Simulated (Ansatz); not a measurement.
C3H8BNO, SMILES CC#[N+][BH2-]OC, a single point in a Gaussian basis

Computed with Ansatz 0.2.0 through its Python package.

The cells in order, each with its output:

**Cell 1**
```python
import json

import ansatz as az
from ase import Atoms
import numpy as np
import pandas as pd
```

**Cell 2**
```python
atoms = Atoms(['C', 'C', 'N', 'B', 'O', 'C', 'H', 'H', 'H', 'H', 'H', 'H', 'H', 'H'], positions=[
    (3.2956, 0.1051, 0.1594),
    (1.8378, 0.0852, 0.2783),
    (0.6845, 0.0695, 0.3722),
    (-0.7959, 0.0493, 0.4929),
    (-1.3918, -0.1549, -0.8544),
    (-2.7972, -0.1761, -0.7541),
    (3.5966, -0.3972, -0.7828),
    (3.6514, 1.1559, 0.1484),
    (3.7443, -0.4283, 1.0225),
    (-1.1063, -0.8402, 1.2265),
    (-1.1547, 1.09, 0.9554),
    (-3.1501, -1.0217, -0.1204),
    (-3.1956, 0.7928, -0.3752),
    (-3.2184, -0.3292, -1.7689),
])
c3h8bno = az.Crystal.molecule_from_ase(atoms)

job = c3h8bno.calculation()
job = job.basis(gaussian='cc-pVDZ').functional('r2scan', dispersion='d3bj')
job = job.forces()
out = job.run(threads=1)
r = out.report
```
Output:
```text
DeckWarning: the engine holds no damping parameters fitted to this dispersion correction and functional, so the run takes those fitted to r2scan beside the three-body term, which d3bj leaves out (hamiltonian.dispersion, under Limitations)
```

**Cell 3**
```python
r['converged'], r['free_energy_ev']
```
Output:
```text
(True, -7450.435189551853)
```

**Cell 4**
```python
{key: value for key, value in r.items() if isinstance(value, (int, float)) and 'ev' in key}
```
Output:
```text
{'free_energy_ev': -7450.435189551853, 'reference_energy_ev': -7450.367163445475}
```

**Cell 5**
```python
r['published_state_doubts']
```
Output:
```text
[]
```

**Cell 6**
```python
print('reference energy %16.6f eV' % r['reference_energy_ev'])
print('total energy     %16.6f eV' % r['free_energy_ev'])
print('occupied (up, down):', r['n_occupied'], ' virtual:', r['n_virtual'], ' frozen:', r['n_frozen'])
```
Output:
```text
reference energy     -7450.367163 eV
total energy         -7450.435190 eV
occupied (up, down): [23, 23]  virtual: [101, 101]  frozen: 0
```

**Cell 7**
```python
state = r['mean_field']['state']
print(f'mean field: {state["energy"]["hartree"]:.7f} Ha, <S^2> = {abs(state["spin_squared"]):.4f}, stability: {state.get("stability", {}).get("kind")}')
```
Output:
```text
mean field: -273.7959432 Ha, <S^2> = 0.0000, stability: minimum
```

**Cell 8**
```python
symbols = [site.symbol for site in c3h8bno.cartesian_sites]
print('forces (eV/A)')
for symbol, f in zip(symbols, r['forces_ev_ang']):
    print(f'  {symbol:2s} {f[0]:9.4f} {f[1]:9.4f} {f[2]:9.4f}')
```
Output:
```text
forces (eV/A)
  C    -0.3168    0.0556    0.0783
  C     0.6313   -0.0356   -0.1144
  N     0.9784    0.0024   -0.1544
  B    -1.8238   -0.2374   -1.3725
  O     0.3084    0.0524    0.3215
  C     0.3124   -0.0600   -0.4737
  H    -0.1007    0.1394    0.2800
  H    -0.0557   -0.3052   -0.0062
  H    -0.1095    0.1427   -0.2618
  H     0.1408   -0.6894    0.7666
  H     0.1010    0.8806    0.5453
  H    -0.0862    0.2525    0.1040
  H    -0.0749   -0.2169    0.1705
  H     0.0951    0.0189    0.1169
```

**Cell 9**
```python
charges = r['charge_distribution']
table = pd.DataFrame({'atom': symbols, 'mulliken': charges['mulliken_charges_e'], 'lowdin': charges['lowdin_charges_e']})
print(table.round(3).to_string())
print('dipole (e A):', np.round(charges['dipole_moment_e_ang'], 4) + 0.0)
with open('c3h8bno.json', 'w') as handle:
    json.dump({k: r[k] for k in ('free_energy_ev', 'reference_energy_ev', 'n_occupied', 'n_virtual')}, handle, indent=1)
```
Output:
```text
   atom  mulliken  lowdin
0     C    -0.001   0.040
1     C     0.011  -0.071
2     N     0.084   0.533
3     B     0.037  -0.790
4     O    -0.350   0.228
5     C     0.121  -0.032
6     H     0.124   0.063
7     H     0.118   0.058
8     H     0.119   0.060
9     H    -0.143  -0.027
10    H    -0.143  -0.027
11    H     0.006  -0.010
12    H     0.006  -0.010
13    H     0.010  -0.015
dipole (e A): [1.5351 0.0478 0.0837]
```

It writes `c3h8bno.json`:
```json
{
 "free_energy_ev": -7450.435189551853,
 "reference_energy_ev": -7450.367163445475,
 "n_occupied": [
  23,
  23
 ],
 "n_virtual": [
  101,
  101
 ]
}
```

Notes:
- Total energies depend on the basis set; only differences at equal settings carry meaning.
- Warnings are shown shortened and without file and line.
- The geometry is a force-field or estimated start, not a minimum of this method, and the basis set is short of its limit.
- The Löwdin charges here are taken after orthogonalising the functions within each atom; they differ from plain Löwdin charges, and their signs can be unphysical.
- Total less reference energy is the dispersion correction.
- A dispersion term here runs with damping parameters fitted for another variant or functional.
- Timing: 9.2 s on 1 thread of Arm Neoverse V2, with other jobs on the host, peak memory 0.29 GiB.

(Lines on the test bed's own set-up are left out of the output.)
